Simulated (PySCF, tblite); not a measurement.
# C₄H₄F₄O₂: geometry, infrared bands and NMR shifts

What infrared bands and NMR shifts should C₄H₄F₄O₂ (`CO/C(=C/F)OC(F)(F)F`) show?

Computed with tblite 0.8.0 and PySCF 2.14.0, with density-fitted response routines of our own, on a single molecule in the gas phase. Atoms count from 0, in the outputs and in this text.

### Step 1. Starting geometry

14 atoms, charge 0, multiplicity 1; geometry from: force field or distance geometry start.

Bonds of the start (Å): C0–O1 1.44, O1–C2 1.38, C2–C3 1.35, C3–F4 1.32, C2–O5 1.38, O5–C6 1.39, C6–F7 1.37, C6–F8 1.41, C6–F9 1.38, C0–H10 1.10, C0–H11 1.11, C0–H12 1.10, C3–H13 1.09.

### Step 2. Geometry optimisation with GFN2-xTB

What the job is given:

```
{"job": {"kind": "relax", "xc": "GFN2-xTB", "basis": "xTB"}, "charge": 0, "multiplicity": 1}
C      1.730900    -1.073100     0.397800
O      0.593600    -0.332400     0.869700
C      0.033400     0.693300     0.141700
C      0.789300     1.681600    -0.370900
F      0.231500     2.658800    -1.063500
O     -1.324400     0.770200    -0.115900
C     -2.225600    -0.292500    -0.169400
F     -3.511400     0.107400    -0.437700
F     -2.228300    -0.881800     1.107200
F     -1.884200    -1.291300    -1.052200
H      1.960200    -1.820300     1.178800
H      1.392700    -1.537900    -0.551300
H      2.574800    -0.380300     0.260500
H      1.866900     1.697700    -0.216800
```

Launch:

```bash
$ OMP_NUM_THREADS=1 python probes_run.py task.json out
```

The driver reads the jobs from task.json and runs them one after another.

**Question.** This job is followed by: GFN2-xTB harmonic vibrations, gas phase; GIAO PBE0/pcSseg-1 NMR shielding, non-relativistic, gas phase. Predict these results of the whole session: strongest single infrared mode (GFN2-xTB); zero-point energy (GFN2-xTB); 13C shifts against TMS (PBE0/pcSseg-1); 1H shifts against TMS (PBE0/pcSseg-1, means over atoms taken as alike); 17O shifts against H2O (PBE0/pcSseg-1); 19F shifts against CFCl3 (PBE0/pcSseg-1, means over atoms taken as alike); surface potential, 1st and 99th percentile.

As calculated:

| quantity | value |
| --- | --- |
| strongest single infrared mode (GFN2-xTB) | 1197 cm⁻¹, 654 km/mol |
| zero-point energy (GFN2-xTB) | 51.8 kcal/mol |
| 13C shifts against TMS (PBE0/pcSseg-1) | 159.5, 128.9, 126.4, 56.1 ppm |
| 1H shifts against TMS (PBE0/pcSseg-1, means over atoms taken as alike) | 6.33, 3.71 ppm |
| 17O shifts against H2O (PBE0/pcSseg-1) | 164.1, 86.3 ppm |
| 19F shifts against CFCl3 (PBE0/pcSseg-1, means over atoms taken as alike) | -67.4, -214.6 ppm |
| surface potential, 1st and 99th percentile | -0.91 V and 1.62 V |

Over 101 steps the energy fell by 0.739 eV; of the close pairs, C6–F8 changed most, 1.406 to 1.337 Å. All 36 modes are real, so the xTB geometry is a minimum. The strongest single mode, at 1197 cm⁻¹, moves mainly C6 and O5. Unscaled tight-binding wavenumbers are off by several per cent, some by more. Its intensities can rank the bands wrongly. C2 (alkene carbon bearing oxygen) lies farthest downfield among carbon, at 159.5 ppm; an sp2 carbon further deshielded by the attached heteroatom. H13 (hydrogen on a β carbon of an enol-ether or enamine type C=C) lies farthest downfield among hydrogen, at 6.33 ppm; olefinic region. At PBE0/pcSseg-1: The largest span, 177 ppm, is at F7, F8, F9, where the paramagnetic term is -233 ppm.
